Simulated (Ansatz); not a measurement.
# GdO: the cost of one run

Method: DFT r²SCAN+U (U_eff = 2 eV on Gd f, around-mean-field double counting), plane waves, PAW, no spin–orbit coupling unless a run says so, in Ansatz 0.2.0.

## (1) The structure to begin with

Symmetry: F-43m, No. 216, cubic system. Conventional cell: a = 5.400 Å, b = 5.400 Å, c = 5.400 Å, α = 90.00°, β = 90.00°, γ = 90.00°. Gd (site symmetry -43m) has 4 O at 2.34 Å as nearest neighbours. O (site symmetry -43m) has 4 Gd at 2.34 Å as nearest neighbours.

As a file:

```
Gd O
1.0
     0.00000    2.70000    2.70000
     2.70000    0.00000    2.70000
     2.70000    2.70000    0.00000
Gd O
1 1
Cartesian
  0.0000 0.0000 0.0000
  1.3500 1.3500 1.3500
```

Magnetic order typed: ferromagnetic.

## (2) From atoms, symmetry kept, no search

Input file input.yaml:

```yaml
crystal:
  lattice:
    - [0.0, 2.7, 2.7]
    - [2.7, 0.0, 2.7]
    - [2.7, 2.7, 0.0]
  atoms:
    - { symbol: Gd, position: [0.0, 0.0, 0.0], spin: 7.0 }
    - { symbol: O, position: [0.25, 0.25, 0.25] }
basis:
  ecutwfc: 500
  ecutrho_ratio: 4
kpoints:
  mp_grid: { grid: [6, 6, 6] }
hamiltonian:
  xc: r2scan
  hubbard: { sites: [{ site: 0, l: f, u_eff: 2.0 }], double_counting: amf }
scf:
  occupations: { method: gaussian, width: 0.05 }
  lower_state_search: "off"
  max_iter: 150
output:
  forces: true
  stress: true
  eigenvalues: true
  populations: true
  hubbard: { sites: [{ site: 0, l: f }] }
magnetization:
  spin_polarized: true
```

Run with:

```
> ansatz run input.yaml --threads 2 --pin off --max-ram 3072MiB --backend cpu --events-out ev --progress --plain --runs-dir out
```

What time and memory should one allow on 2 threads of Intel Xeon Platinum 8259CL at 2.50GHz (Skylake/Cascade Lake), shared host?

About 13 s, with a peak of 0.52 GiB.
